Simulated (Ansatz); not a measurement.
# Cl2FHMoO2: the cost of one run

All numbers are computed with the Python package of Ansatz 0.2.0. The levels of theory stand in the script.

## Step 1: The system

Bond lengths: O1–Mo2 1.916 Å, Mo2–O3 2.389 Å, Mo2–F4 2.229 Å, Mo2–Cl5 2.578 Å, Mo2–Cl6 2.470 Å, O3–H7 1.016 Å. Angles: O1–Mo2–O3 157.4°, O1–Mo2–F4 91.7°, O1–Mo2–Cl5 90.9°, O1–Mo2–Cl6 63.3°, O3–Mo2–F4 73.8°, O3–Mo2–Cl5 108.9°, O3–Mo2–Cl6 120.2°, F4–Mo2–Cl5 102.6°, F4–Mo2–Cl6 144.8°, Cl5–Mo2–Cl6 102.2°, Mo2–O3–H7 100.9°.

No structure file is read: the coordinates are typed or built in the script.

## Step 2: The script

The input, disp_cl2fhmoo2.py:

```python
"""Size of D3 and D4 in Cl2FHMoO2."""

import ansatz as az

geometry_ang = [
    ("O", (-2.0606, 0.5866, 0.0636)),
    ("Mo", (-0.2099, 0.1048, -0.057)),
    ("O", (1.7405, -1.2449, 0.2273)),
    ("F", (-0.7182, -1.9013, -0.8842)),
    ("Cl", (0.0682, 1.5356, -2.1832)),
    ("Cl", (-0.8061, 1.7986, 1.6388)),
    ("H", (2.0472, -0.9475, 1.1489)),
]
mol = az.Crystal.molecule()
for symbol, xyz in geometry_ang:
    mol = mol.atom(symbol, xyz)

setup = mol.calculation().basis(gaussian="def2-SVP")
for name in ["pbe", "pbe0"]:
    for correction in ("d3bj", "d4"):
        r = setup.functional(name, dispersion=correction).run(threads=1).report
        print(f"{name:8s} {correction:5s} total {r['free_energy_ev']:.5f} eV, of which dispersion {1000 * r['dispersion']['energy']['ev']:.2f} meV")
```

## Step 3: The calls as engine input

The engine receives this input (first run):

```yaml
crystal:
  periodic: [false, false, false]
  atoms:
    - { symbol: O, position_ang: [-2.0606, 0.5866, 0.0636] }
    - { symbol: Mo, position_ang: [-0.2099, 0.1048, -0.057] }
    - { symbol: O, position_ang: [1.7405, -1.2449, 0.2273] }
    - { symbol: F, position_ang: [-0.7182, -1.9013, -0.8842] }
    - { symbol: Cl, position_ang: [0.0682, 1.5356, -2.1832] }
    - { symbol: Cl, position_ang: [-0.8061, 1.7986, 1.6388] }
    - { symbol: H, position_ang: [2.0472, -0.9475, 1.1489] }
basis:
  gaussian:
    orbitals: def2-SVP
hamiltonian:
  xc: pbe
  dispersion: d3bj
```

## Step 4: Launch

The run is started by

```
$ python disp_cl2fhmoo2.py
```

What time and memory should one allow on 1 thread of Arm Neoverse V1, shared host?

About 49 s, with a peak of 0.32 GiB.
